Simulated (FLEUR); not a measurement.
## Ir: equation of state with PBEsol

Ir:

```
CELL_PARAMETERS angstrom
0.00000 1.91560 1.91560
1.91560 0.00000 1.91560
1.91560 1.91560 0.00000
ATOMIC_POSITIONS crystal
Ir 0.00000 0.00000 0.00000
```

```
Program                  : FLEUR MaX-R8.1 (later development tree)
Task                     : equation of state
Functional               : PBEsol
Potentials or basis      : all-electron
Basis                    : FLAPW
Kmax                     : 4.22 1/bohr
k mesh                   : 12 × 12 × 12
Occupations              : fermi-dirac, width 0.05 eV
Spin                     : no spin polarisation
Gmax                     : 13.1 1/bohr
Muffin-tin radii         : Ir 2.32 bohr
lmax                     : Ir 9
lnonsphr                 : Ir 9
Local orbitals a species : Ir 7
```

The equilibrium volume is 14.04 Å³/atom and the bulk modulus is 388 GPa. The pressure derivative of the bulk modulus is 5.0.

Energy against volume, from the lowest point:
```csv
volume (Å³/atom),energy (meV/atom)
13.215,65.64
13.496,27.25
13.778,6.16
14.059,0.00
14.340,7.70
14.621,27.19
14.902,57.35
```

The run has no spin-orbit coupling, so splittings on Ir are missing.
